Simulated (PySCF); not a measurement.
# [Dy(NH3)]3+: forces at shaken geometries

Aim: move all atoms of relaxed [Dy(NH3)]3+ at random and read energies and forces. The species was built from a template and needn't be a known compound.

The runs use PySCF 2.14.0; B3LYP, Dy lcecp-1-SVP with ECP55, N def2-SVP, H def2-SVP; scalar-relativistic core potentials, no spin–orbit coupling.

3 further runs of the same task are left out: 2 for a known fault of the program, 1 that didn't finish.

## 1. The starting structure

5 atoms, charge 3, spin multiplicity 1.

Bond lengths: Dy1–N2 2.328 Å, N2–H3 1.050 Å, N2–H4 1.050 Å, N2–H5 1.050 Å. Angles: Dy1–N2–H3 115.9°, Dy1–N2–H4 115.9°, Dy1–N2–H5 115.9°, H3–N2–H4 102.3°, H3–N2–H5 102.3°, H4–N2–H5 102.3°.

Geometry (Å):

```xyz
5
charge 3, multiplicity 1
Dy    0.00000    0.00000   -0.13564
N     0.00000    0.00000    2.19251
H     0.94484    0.00004    2.65140
H    -0.47245    0.81823    2.65140
H    -0.47239   -0.81827    2.65140
```

Formal oxidation states: Dy +3. Each metal's 9 4f electrons lie in its core potential, so multiplicities, spins and levels count the valence alone. An earlier session relaxed this geometry at B3LYP, Dy lcecp-1-SVP with ECP55, N def2-SVP, H def2-SVP (singlet, point group C3v).

Its energy there is -92.278449 Eh.

## 2. Atoms moved at random, σ = 0.03 Å

File run.py (the lines that set the calculation):

```python
mol = gto.M(atom='''
Dy     0.00738     0.00137    -0.11975
N     -0.02096    -0.01399     2.20705
H      0.90830     0.03842     2.64447
H     -0.46486     0.82232     2.63101
H     -0.42985    -0.84813     2.64829''',
    basis={'Dy': 'lcecp-1-SVP', 'N': 'def2-SVP', 'H': 'def2-SVP'},
    ecp={'Dy': 'lcecp-1-SVP'},
    charge=3, spin=0)
mf = dft.RKS(mol, xc='B3LYP')
mf.grids.atom_grid = (50, 194)  # f atoms: unpruned, at least (60, 302)
mf = mf.density_fit()  # fitting sets: Dy AutoAux, N def2-universal-JKFIT, H def2-universal-JKFIT
mf.conv_tol = 1e-08; mf.max_cycle = 55
mf.kernel(dm0)  # dm0: the density of the relaxed state
```

The run is started by

```bash
$ OMP_NUM_THREADS=2 python run.py
```

Log:

```text
init E= -92.3217752207733
  HOMO = -0.998972596353855  LUMO = -0.759065814940139  gap/eV = 6.52820
cycle= 1 E= -92.2764362931611  delta_E= 0.0453  |g|= 0.0339  |ddm|= 0.079
  HOMO = -1.02306929080019  LUMO = -0.76417964011756  gap/eV = 7.04475
cycle= 2 E= -92.2760394792397  delta_E= 0.000397  |g|= 0.0558  |ddm|= 0.0814
  HOMO = -1.01471774568988  LUMO = -0.765622713738683  gap/eV = 6.77822
cycle= 3 E= -92.2767511183123  delta_E= -0.000712  |g|= 0.00214  |ddm|= 0.0441
  HOMO = -1.01431405990101  LUMO = -0.766010500954737  gap/eV = 6.75668
cycle= 4 E= -92.2767526422021  delta_E= -1.52e-06  |g|= 0.000364  |ddm|= 0.00324
  HOMO = -1.0142535614472  LUMO = -0.765945021811239  gap/eV = 6.75682
cycle= 5 E= -92.2767526754375  delta_E= -3.32e-08  |g|= 2.87e-05  |ddm|= 0.00039
  HOMO = -1.01425726519629  LUMO = -0.765941814074506  gap/eV = 6.75701
cycle= 6 E= -92.2767526758244  delta_E= -3.87e-10  |g|= 9.18e-06  |ddm|= 5.43e-05
  HOMO = -1.01425800792902  LUMO = -0.765942711504997  gap/eV = 6.75700
Extra cycle  E= -92.2767526758475  delta_E= -2.31e-11  |g|= 5.1e-06  |ddm|= 1.68e-05
converged SCF energy = -92.2767526758475
```

Wall time 1.2 s (2 threads of Arm Neoverse V2, shared host).

Read off: E = -92.276753 Eh (+0.046 eV from the relaxed state), HOMO -27.60 eV, LUMO -20.84 eV, Mulliken charge on Dy1 +2.45 e, largest force component 1.056 eV/Å. 

| atom | Fx | Fy | Fz (eV/Å) |
| --- | --- | --- | --- |
| Dy1 | -0.026 | -0.034 | -0.107 |
| N2 | 0.292 | 0.478 | -1.056 |
| H3 | 0.856 | -0.114 | 0.329 |
| H4 | -0.573 | 0.101 | 0.335 |
| H5 | -0.550 | -0.431 | 0.499 |

## 3. Atoms moved at random, σ = 0.1 Å

File run.py (the lines that set the calculation):

```python
mol = gto.M(atom='''
Dy     0.06928     0.01774    -0.02013
N      0.08781    -0.11480     2.12721
H      0.87777    -0.01739     2.59874
H     -0.54608     0.74200     2.54597
H     -0.48877    -0.62755     2.75927''',
    basis={'Dy': 'lcecp-1-SVP', 'N': 'def2-SVP', 'H': 'def2-SVP'},
    ecp={'Dy': 'lcecp-1-SVP'},
    charge=3, spin=0)
mf = dft.RKS(mol, xc='B3LYP')
mf.grids.atom_grid = (50, 194)  # f atoms: unpruned, at least (60, 302)
mf = mf.density_fit()  # fitting sets: Dy AutoAux, N def2-universal-JKFIT, H def2-universal-JKFIT
mf.conv_tol = 1e-08; mf.max_cycle = 55
mf.kernel(dm0)  # dm0: the density of the relaxed state
```

The run is started by

```bash
$ OMP_NUM_THREADS=2 python run.py
```

Log:

```text
init E= -92.3008381099348
  HOMO = -1.05015196140182  LUMO = -0.760952177623275  gap/eV = 7.86953
cycle= 1 E= -92.2365447401647  delta_E= 0.0643  |g|= 0.0423  |ddm|= 0.381
  HOMO = -1.05716563234537  LUMO = -0.7602812303002  gap/eV = 8.07864
cycle= 2 E= -92.2369576986743  delta_E= -0.000413  |g|= 0.0225  |ddm|= 0.0713
  HOMO = -1.05957059590892  LUMO = -0.761042104325924  gap/eV = 8.12337
cycle= 3 E= -92.2370568060832  delta_E= -9.91e-05  |g|= 0.00758  |ddm|= 0.022
  HOMO = -1.05790596377768  LUMO = -0.761392002216265  gap/eV = 8.06856
cycle= 4 E= -92.2370681978982  delta_E= -1.14e-05  |g|= 0.003  |ddm|= 0.00815
  HOMO = -1.05833324308619  LUMO = -0.761358268687052  gap/eV = 8.08110
cycle= 5 E= -92.2370703501294  delta_E= -2.15e-06  |g|= 0.000265  |ddm|= 0.0028
  HOMO = -1.05833500141545  LUMO = -0.761297400217707  gap/eV = 8.08280
cycle= 6 E= -92.2370703735276  delta_E= -2.34e-08  |g|= 4.7e-05  |ddm|= 0.000425
  HOMO = -1.05833640400617  LUMO = -0.761305595635336  gap/eV = 8.08262
cycle= 7 E= -92.2370703743383  delta_E= -8.11e-10  |g|= 5.61e-06  |ddm|= 6.86e-05
  HOMO = -1.05833712823691  LUMO = -0.761305406385113  gap/eV = 8.08264
Extra cycle  E= -92.2370703743506  delta_E= -1.22e-11  |g|= 2.83e-06  |ddm|= 1.12e-05
converged SCF energy = -92.2370703743506
```

Run time: 1.3 s. Hardware: 2 threads of Arm Neoverse V2, shared host.

It gives: E = -92.237070 Eh (+1.126 eV from the relaxed state), HOMO -28.80 eV, LUMO -20.72 eV, Mulliken charge on Dy1 +2.41 e, largest force component 6.918 eV/Å. 

| atom | Fx | Fy | Fz (eV/Å) |
| --- | --- | --- | --- |
| Dy1 | 0.081 | -0.187 | -2.192 |
| N2 | -6.918 | 3.081 | -1.330 |
| H3 | 6.082 | 0.624 | 3.465 |
| H4 | 1.706 | -0.497 | -1.051 |
| H5 | -0.950 | -3.021 | 1.107 |

## 4. Atoms moved at random, σ = 0.03 Å

File run.py (the lines that set the calculation):

```python
mol = gto.M(atom='''
Dy     0.01789    -0.01004    -0.11524
N      0.02790     0.00108     2.18080
H      0.94115    -0.01234     2.65688
H     -0.52271     0.78881     2.63895
H     -0.46423    -0.76751     2.64968''',
    basis={'Dy': 'lcecp-1-SVP', 'N': 'def2-SVP', 'H': 'def2-SVP'},
    ecp={'Dy': 'lcecp-1-SVP'},
    charge=3, spin=0)
mf = dft.RKS(mol, xc='B3LYP')
mf.grids.atom_grid = (50, 194)  # f atoms: unpruned, at least (60, 302)
mf = mf.density_fit()  # fitting sets: Dy AutoAux, N def2-universal-JKFIT, H def2-universal-JKFIT
mf.conv_tol = 1e-08; mf.max_cycle = 55
mf.kernel(dm0)  # dm0: the density of the relaxed state
```

The run is started by

```bash
$ OMP_NUM_THREADS=2 python run.py
```

Log:

```text
init E= -92.3101153875032
  HOMO = -1.01327164708938  LUMO = -0.759774348078911  gap/eV = 6.89801
cycle= 1 E= -92.2760658558584  delta_E= 0.034  |g|= 0.0219  |ddm|= 0.0776
  HOMO = -1.02824348757103  LUMO = -0.763207003487945  gap/eV = 7.21201
cycle= 2 E= -92.2759702931586  delta_E= 9.56e-05  |g|= 0.0315  |ddm|= 0.0511
  HOMO = -1.02306466003666  LUMO = -0.764115824328376  gap/eV = 7.04636
cycle= 3 E= -92.2761988527112  delta_E= -0.000229  |g|= 0.00288  |ddm|= 0.0266
  HOMO = -1.02313722428054  LUMO = -0.764330740587201  gap/eV = 7.04248
cycle= 4 E= -92.2762006630133  delta_E= -1.81e-06  |g|= 0.000378  |ddm|= 0.00253
  HOMO = -1.02306861952982  LUMO = -0.764305451993596  gap/eV = 7.04130
cycle= 5 E= -92.2762006966019  delta_E= -3.36e-08  |g|= 4.34e-05  |ddm|= 0.000348
  HOMO = -1.02306800478261  LUMO = -0.764301420684857  gap/eV = 7.04140
cycle= 6 E= -92.2762006971763  delta_E= -5.74e-10  |g|= 1.02e-05  |ddm|= 6.15e-05
  HOMO = -1.02307017712606  LUMO = -0.764302594938696  gap/eV = 7.04142
Extra cycle  E= -92.2762006972004  delta_E= -2.41e-11  |g|= 6.3e-06  |ddm|= 1.73e-05
converged SCF energy = -92.2762006972004
```

Run time: 1.2 s. Hardware: 2 threads of Arm Neoverse V2, shared host.

Result: E = -92.276201 Eh (+0.061 eV from the relaxed state), HOMO -27.84 eV, LUMO -20.80 eV, Mulliken charge on Dy1 +2.45 e, largest force component 1.100 eV/Å. 

| atom | Fx | Fy | Fz (eV/Å) |
| --- | --- | --- | --- |
| Dy1 | 0.044 | -0.009 | -0.307 |
| N2 | -1.022 | 0.843 | -0.127 |
| H3 | 0.676 | 0.229 | 0.394 |
| H4 | 0.625 | 0.036 | -0.217 |
| H5 | -0.323 | -1.100 | 0.257 |

## 5. The displacements side by side

| σ (Å) | energy rise (eV) | harmonic estimate −½ F·u (eV) | largest force component (eV/Å) |
| --- | --- | --- | --- |
| 0.03 | 0.046 | 0.045 | 1.06 |
| 0.1 | 1.126 | 1.072 | 6.92 |
| 0.03 | 0.061 | 0.062 | 1.10 |

Every displacement raises the energy. For a harmonic well the rise equals −½ F·u; the two differ by at most 5 % here (a move with σ = 0.1 Å), from anharmonicity, the grid and the small forces left at the relaxed point. These are double-zeta-type bases without diffuse functions. Spin–orbit coupling is left out.
